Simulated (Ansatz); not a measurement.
**C2H8OSi2: small, medium and large basis sets**

An exercise on one series of results from a longer session: the logs are not shown, and one member is left open.

Computed with Ansatz 0.2.0, Gaussian basis. Level: one geometry, several basis sets.

Levels to be run: PBE0-D4/def2-SVP; ωB97M-V/def2-SVP; PBE0-D4/def2-QZVPP; ωB97M-V/def2-QZVPP; the functionals' def2-TZVPP values are taken from earlier runs.

## The relaxed structure

An earlier PBE0-D4 in a triple-zeta def2 set relaxation fixed the geometry.

SMILES `C=C[SiH2][SiH2]O`, 13 atoms, charge 0, spin multiplicity 1.

Atoms are counted from 1 here; the program's logs count them from 0.

Bond lengths: C1–C2 1.331 Å, C1–H6 1.086 Å, C1–H7 1.087 Å, C2–Si3 1.866 Å, C2–H8 1.090 Å, Si3–Si4 2.352 Å, Si3–H9 1.490 Å, Si3–H10 1.490 Å, Si4–O5 1.657 Å, Si4–H11 1.494 Å, Si4–H12 1.485 Å, O5–H13 0.958 Å. Angles: C2–C1–H6 121.8°, C2–C1–H7 122.1°, H6–C1–H7 116.1°, C1–C2–Si3 124.1°, C1–C2–H8 117.9°, Si3–C2–H8 118.0°, C2–Si3–Si4 108.2°, C2–Si3–H9 109.8°, C2–Si3–H10 109.0°, Si4–Si3–H9 110.6°, Si4–Si3–H10 110.2°, H9–Si3–H10 108.9°, Si3–Si4–O5 110.9°, Si3–Si4–H11 108.4°, Si3–Si4–H12 112.6°, O5–Si4–H11 110.9°, O5–Si4–H12 105.5°, H11–Si4–H12 108.5° and more.

The first run:

File in.yaml:

```yaml
crystal:
  periodic: [false, false, false]
  atoms:
    - {symbol: C, position_ang: [-2.302369, -0.579921, 0.284488]}
    - {symbol: C, position_ang: [-1.228246, -0.571099, -0.501157]}
    - {symbol: Si, position_ang: [0.484364, -1.050807, 0.062912]}
    - {symbol: Si, position_ang: [1.765561, 0.910911, 0.271748]}
    - {symbol: O, position_ang: [1.471174, 1.946320, -0.987930]}
    - {symbol: H, position_ang: [-2.251850, -0.907503, 1.319147]}
    - {symbol: H, position_ang: [-3.280809, -0.268118, -0.070690]}
    - {symbol: H, position_ang: [-1.352683, -0.237510, -1.531242]}
    - {symbol: H, position_ang: [1.101318, -1.977082, -0.927905]}
    - {symbol: H, position_ang: [0.386152, -1.744979, 1.378203]}
    - {symbol: H, position_ang: [1.434784, 1.553746, 1.578863]}
    - {symbol: H, position_ang: [3.226061, 0.646094, 0.233660]}
    - {symbol: H, position_ang: [0.567047, 2.245248, -1.095498]}
basis:
  gaussian: {orbitals: def2-SVP}
hamiltonian: {xc: pbe0, dispersion: d4}
output: {orbitals: {seedname: orbitals}}
```

The run is started by

```console
> ansatz run in.yaml --threads 4 --pin off --events-out ev --progress --plain --max-ram 10444MiB
```

Steps of the session up to this table: PBE0-D4 in def2-SVP; ωB97M-V in def2-SVP; PBE0-D4 in def2-QZVPP; ωB97M-V in def2-QZVPP.

One of the session's tables, all rows but one given; the rest of the session is left out.

It belongs to the step «Functionals by basis». 

```
functional       basis  HOMO (eV)
   PBE0-D4    def2-SVP      -7.30
   PBE0-D4  def2-TZVPP      -7.36
   PBE0-D4  def2-QZVPP          ?
   ωB97M-V    def2-SVP      -9.32
   ωB97M-V  def2-TZVPP      -9.41
   ωB97M-V  def2-QZVPP      -9.43
```

Estimate the missing values for PBE0-D4, def2-QZVPP.

As computed: HOMO (eV): -7.38. In the column «HOMO (eV)» it lies between ωB97M-V, def2-SVP (-9.32) and PBE0-D4, def2-TZVPP (-7.36).
